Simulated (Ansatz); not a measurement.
FeO2:

```
Fe O
1.0
     1.49585    0.86363    4.92114
    -1.49585    0.86363    4.92114
     0.00000   -1.72726    4.92114
Fe O
1 2
Direct
  0.50000 0.50000 0.50000
  0.23208 0.23208 0.23208
  0.76792 0.76792 0.76792
```

The cell comes from a database or a generator and needn't be the stable form of this composition.

```yaml
Program: Ansatz 0.2.0
Task: relaxation of cell and atoms
Functional: PBE
Potentials_or_basis: Ansatz PAW
Cutoff: "420 eV (not typed: the program's choice for these potentials)"
k_mesh: 10 × 10 × 10
Occupations: fermi-dirac, width 0.05 eV
Spin: collinear spin, ferromagnetic start
Starting_moments: "[3.0, 0.0, 0.0] μB"
```

At the start: volume 12.71 Å³/atom.

Task: Where does the relaxation end?

Result: It ends after 25 steps and the volume is 12.25 Å³/atom (-3.7 %); space group R-3m (No. 166, to 0.05 Å); moment 2.00 μB per cell.

Step by step:
```tsv
step	energy change (eV)	largest force (eV/Å)	volume (Å³)
1	0.0000	1.2898	38.14
2	-0.2982	0.7146	35.73
3	-0.3853	0.2099	34.03
4	-0.3911	0.0407	34.69
5	-0.3907	0.0049	34.83
6	-0.3906	0.0018	34.85
7	-0.3861	0.0029	34.85
8	-0.3856	0.0161	35.09
9	-0.3850	0.0071	35.22
10	-0.3849	0.0006	35.24
11	-0.3873	0.0009	35.24
12	-0.3862	0.0009	35.51
13	-0.3853	0.0135	35.69
14	-0.3852	0.0004	35.71
15	-0.3880	0.0005	35.71
16	-0.3869	0.0001	35.96
17	-0.3860	0.0007	36.12
18	-0.3883	0.0006	36.12
19	-0.3874	0.0003	36.30
20	-0.3869	0.0004	36.41
21	-0.3884	0.0003	36.41
22	-0.3876	0.0007	36.59
23	-0.3885	0.0006	36.59
24	-0.3878	0.0010	36.74
25	-0.3886	0.0009	36.74
```

Final structure:
```yaml
crystal:
  lattice:
    - [1.39808, 0.80718, 5.42551]
    - [-1.39808, 0.80718, 5.42551]
    - [0.00000, -1.61436, 5.42551]
  atoms:
    - { symbol: Fe, position: [0.50000, 0.50000, 0.50000] }
    - { symbol: O, position: [0.22706, 0.22706, 0.22706] }
    - { symbol: O, position: [0.77294, 0.77294, 0.77294] }
```

Caveat: the plane-wave basis is chosen anew once the cell has moved, so the energies of steps on either side of that aren't comparable; the pressure holds a Pulay correction of +0.8 GPa for the finite cutoff; a cell with one magnetic atom can't hold antiferromagnetic order, which such compounds often take.
